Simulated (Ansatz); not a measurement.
# TiSiH₃+ (quintet): wave-function methods side by side, def2-TZVPP

One table from this session's results is given with a row withheld; the runs are named, their logs left out.

Program: Ansatz 0.2.0, Gaussian basis. Level of theory: def2-TZVPP, core rule «outside noble gas», up to 14 orbitals frozen. These are calculated values, not measurements.

The runs, in order: UHF; CCSD(T) on ROHF; CCSD(T) on UHF; CCSDT(Q) on ROHF; CCSDT(Q) on UHF.

8 further runs of the same task are left out: 2 for a known fault of the program, 1 that didn't finish, 5 set aside as unsound or not needed.

## What is computed

The geometry is a PBE0/def2-TZVP stationary point (not a proven minimum) of the parent state, kept for this charge and spin.

5 atoms, charge 1, spin multiplicity 5.

Atoms are counted from 1 here; the program's logs count them from 0.

Bond lengths: Ti1–Si2 2.628 Å, Si2–H3 1.500 Å, Si2–H4 1.500 Å, Si2–H5 1.500 Å. Angles: Ti1–Si2–H3 113.7°, Ti1–Si2–H4 113.7°, Ti1–Si2–H5 113.7°, H3–Si2–H4 104.9°, H3–Si2–H5 104.9°, H4–Si2–H5 104.9°.

The first run:

The input, in.yaml:

```yaml
crystal:
  periodic: [false, false, false]
  atoms:
    - {symbol: Ti, position_ang: [-1.058365, 0.006484, 0.005873]}
    - {symbol: Si, position_ang: [1.569835, -0.009618, -0.008711]}
    - {symbol: H, position_ang: [2.164748, -1.386945, -0.006860]}
    - {symbol: H, position_ang: [2.183957, 0.677963, 1.174944]}
    - {symbol: H, position_ang: [2.170700, 0.669039, -1.204261]}
basis:
  gaussian: {orbitals: def2-TZVPP}
total_charge: 1
magnetization: {spin_polarized: true, initial_magnetization: 4}
hamiltonian: {xc: hf}
output: {orbitals: {seedname: orbitals}}
```

The run is started by

```console
ansatz run in.yaml --threads 1 --pin off --events-out ev --progress --plain --max-ram 4096MiB --backend cpu
```

Among the steps run: UHF; CCSD(T) on ROHF; CCSD(T) on UHF; CCSDT(Q) on ROHF; CCSDT(Q) on UHF.

One table of the session follows, with a row left open; its other results are not shown here.

```
   method  from RCCSDT(Q) (meV)
     ROHF                     ?
      UHF               +5003.2
     RMP2               +1108.3
     UMP2               +1010.5
    RCCSD                +175.4
    UCCSD                 +83.3
 RCCSD(T)                 +38.2
 UCCSD(T)                 -52.3
   RCCSDT                  +3.7
   UCCSDT                 -86.7
RCCSDT(Q)                     0
UCCSDT(Q)                 -90.8
```

Q: Estimate the row for ROHF from the others.

The run gave: from RCCSDT(Q) (meV): +5145.2. In the column «from RCCSDT(Q) (meV)» it is the highest.

Caveats from the session: Restricted and unrestricted rows rest on different reference determinants; where their highest levels disagree by more than a few hundredths of an eV, they describe different states and don't form one ladder.
